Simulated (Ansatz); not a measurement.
# CH9GeNSi: small, medium and large basis sets

An exercise on one series of results from a longer session: the logs are not shown, and one member is left open.

Computed with Ansatz 0.2.0, Gaussian basis. Level: one geometry, several basis sets.

Levels to be run: PBE0-D4/def2-SVP; ωB97M-V/def2-SVP; PBE0-D4/def2-QZVPP; ωB97M-V/def2-QZVPP; the functionals' def2-TZVPP values are taken from earlier runs.

## The relaxed structure

An earlier PBE0-D4 in a triple-zeta def2 set relaxation fixed the geometry.

13 atoms, charge 0, spin multiplicity 1.

Atoms are counted from 1 here; the program's logs count them from 0.

Bond lengths: C1–Ge2 1.947 Å, C1–H5 1.091 Å, C1–H6 1.091 Å, C1–H7 1.091 Å, Ge2–N3 1.846 Å, Ge2–H8 1.544 Å, Ge2–H9 1.541 Å, N3–Si4 1.714 Å, N3–H10 1.008 Å, Si4–H11 1.490 Å, Si4–H12 1.489 Å, Si4–H13 1.492 Å. Angles: Ge2–C1–H5 110.0°, Ge2–C1–H6 110.6°, Ge2–C1–H7 109.9°, H5–C1–H6 109.0°, H5–C1–H7 108.7°, H6–C1–H7 108.6°, C1–Ge2–N3 109.8°, C1–Ge2–H8 110.0°, C1–Ge2–H9 111.7°, N3–Ge2–H8 109.6°, N3–Ge2–H9 105.9°, H8–Ge2–H9 109.8°, Ge2–N3–Si4 126.4°, Ge2–N3–H10 114.4°, Si4–N3–H10 118.4°, N3–Si4–H11 112.1°, N3–Si4–H12 106.6°, N3–Si4–H13 113.9° and more.

Set-up of the first run:

File in.yaml:

```yaml
crystal:
  periodic: [false, false, false]
  atoms:
    - {symbol: C, position_ang: [-0.163423, 1.854785, -0.807884]}
    - {symbol: Ge, position_ang: [-0.990200, 0.620776, 0.450504]}
    - {symbol: N, position_ang: [-0.456228, -1.105715, 0.074696]}
    - {symbol: Si, position_ang: [1.115343, -1.755458, 0.291146]}
    - {symbol: H, position_ang: [-0.461759, 1.603898, -1.826452]}
    - {symbol: H, position_ang: [-0.463553, 2.881716, -0.592066]}
    - {symbol: H, position_ang: [0.923024, 1.786961, -0.734081]}
    - {symbol: H, position_ang: [-0.582489, 0.985611, 1.894015]}
    - {symbol: H, position_ang: [-2.525858, 0.622879, 0.326605]}
    - {symbol: H, position_ang: [-1.212106, -1.739629, -0.133001]}
    - {symbol: H, position_ang: [1.579421, -2.511373, -0.906355]}
    - {symbol: H, position_ang: [2.025896, -0.600394, 0.520568]}
    - {symbol: H, position_ang: [1.232431, -2.678953, 1.457205]}
basis:
  gaussian: {orbitals: def2-SVP}
hamiltonian: {xc: pbe0, dispersion: d4}
output: {orbitals: {seedname: orbitals}}
```

Started as:

```sh
$ ansatz run in.yaml --threads 4 --pin off --events-out ev --progress --plain --max-ram 10444MiB
```

Steps of the session up to this table: PBE0-D4 in def2-SVP; ωB97M-V in def2-SVP; PBE0-D4 in def2-QZVPP; ωB97M-V in def2-QZVPP.

One table of the session follows, with a row left open; its other results are not shown here.

It belongs to the step «Density functionals: the series». 

| functional | basis | HOMO (eV) | LUMO (eV) |
| --- | --- | --- | --- |
| PBE0-D4 | def2-SVP | ? | ? |
| PBE0-D4 | def2-TZVPP | -7.11 | 0.21 |
| PBE0-D4 | def2-QZVPP | -7.13 | 0.02 |
| ωB97M-V | def2-SVP | -9.24 | 2.51 |
| ωB97M-V | def2-TZVPP | -9.40 | 1.81 |
| ωB97M-V | def2-QZVPP | -9.42 | 1.39 |

**Question.** Estimate the row for PBE0-D4, def2-SVP.

**Answer.** HOMO (eV): -6.98; LUMO (eV): 0.69. In the column «HOMO (eV)» it is the highest.
